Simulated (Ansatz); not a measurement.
# CH5FGeSi: one species, many methods

Aim: compute CH5FGeSi with functionals from several rungs and with coupled cluster. The yardstick is the atomisation energy at the CCSD(T) limit.

The runs use Ansatz 0.2.0, Gaussian basis; functionals in def2-TZVPP, the program's frozen cores in correlated methods.

The runs, in order: PBE-D4, r2SCAN-D4, PBE0-D4, B3LYP-D4, ωB97X-V, ωB97M-V, B2PLYP; CCSD(T)/def2-TZVPP; MP2/def2-QZVPP; extrapolation to the limit.

**1. Structure used throughout**

All runs share one geometry, relaxed beforehand with PBE0-D4 in a triple-zeta def2 set.

SMILES `F[SiH]1[CH2][GeH2]1`, 9 atoms, charge 0, spin multiplicity 1.

Atoms are counted from 1 here; the program's logs count them from 0.

Bond lengths: F1–Si2 1.598 Å, Si2–C3 1.848 Å, Si2–Ge4 2.289 Å, Si2–H5 1.480 Å, C3–Ge4 2.039 Å, C3–H6 1.087 Å, C3–H7 1.089 Å, Ge4–H8 1.529 Å, Ge4–H9 1.531 Å. Angles: F1–Si2–C3 117.9°, F1–Si2–Ge4 123.5°, F1–Si2–H5 108.9°, C3–Si2–Ge4 57.9°, C3–Si2–H5 118.1°, Ge4–Si2–H5 121.9°, Si2–C3–Ge4 71.9°, Si2–C3–H6 120.0°, Si2–C3–H7 117.5°, Ge4–C3–H6 119.2°, Ge4–C3–H7 111.1°, H6–C3–H7 111.6°, Si2–Ge4–C3 50.2°, Si2–Ge4–H8 123.5°, Si2–Ge4–H9 122.4°, C3–Ge4–H8 111.8°, C3–Ge4–H9 115.4°, H8–Ge4–H9 113.5°.

**2. PBE-D4 (GGA)**

File in.yaml:

```yaml
crystal:
  periodic: [false, false, false]
  atoms:
    - {symbol: F, position_ang: [-0.688477, -0.066006, -2.415352]}
    - {symbol: Si, position_ang: [-0.513854, 0.563085, -0.957235]}
    - {symbol: C, position_ang: [1.011383, 0.130311, -0.007096]}
    - {symbol: Ge, position_ang: [-0.590000, -0.671453, 0.968580]}
    - {symbol: H, position_ang: [-0.933357, 1.981777, -0.994922]}
    - {symbol: H, position_ang: [1.590260, 0.913160, 0.477028]}
    - {symbol: H, position_ang: [1.653333, -0.649807, -0.413334]}
    - {symbol: H, position_ang: [-0.532146, -2.199002, 0.995406]}
    - {symbol: H, position_ang: [-0.908542, -0.048363, 2.329825]}
basis:
  gaussian: {orbitals: def2-TZVPP}
hamiltonian: {xc: pbe, dispersion: d4}
output: {forces: true, orbitals: {seedname: orbitals}}
```

The run is started by

```console
ansatz run in.yaml --threads 4 --pin off --events-out ev --progress --plain --max-ram 10444MiB
```

The runs that follow: r2SCAN-D4 (meta-GGA); PBE0-D4 (hybrid); B3LYP-D4 (hybrid); ωB97X-V (range-separated); ωB97M-V (range-separated); B2PLYP (double hybrid); CCSD(T) in def2-TZVPP; MP2 in def2-QZVPP.

Q: Predict the results of all the runs planned. Wanted: atomisation energy, CCSD(T)/CBS; farthest; mean size of error, hybrid; mean size of error, range-separated; gap, smallest and largest; T1 diagnostic; triples share of the correlation energy.

**Answer**, as computed:

| quantity | value |
| --- | --- |
| atomisation energy, CCSD(T)/CBS | 716.2 kcal/mol |
| functionals within 7.2 kcal/mol (1.0 %) | PBE-D4, r2SCAN-D4, ωB97X-V, ωB97M-V |
| farthest | B2PLYP (-13.7 kcal/mol) |
| mean size of error, hybrid | 8.1 kcal/mol |
| mean size of error, range-separated | 2.9 kcal/mol |
| gap, smallest and largest | 4.47 eV (PBE-D4), 10.65 eV (ωB97X-V) |
| T1 diagnostic | 0.0122 |
| triples share of the correlation energy | 3.6 % |

PBE-D4 is off by +1.7 kcal/mol. Double hybrids carry the basis error of their MP2 part in triple zeta, and no dispersion term here, so their miss is partly the set-up's. The reference freezes the cores and leaves out relativity and excitations past (T), and its outer-core shells are covered unevenly, so misses under about 7.2 kcal/mol can't be ranked. Hartree-Fock recovers 73 % of the binding; the rest is correlation. Orbital gaps span 4.5 to 10.7 eV; exact exchange widens them. Correlated methods include outer-core shells of Ge, which these sets cover unevenly.
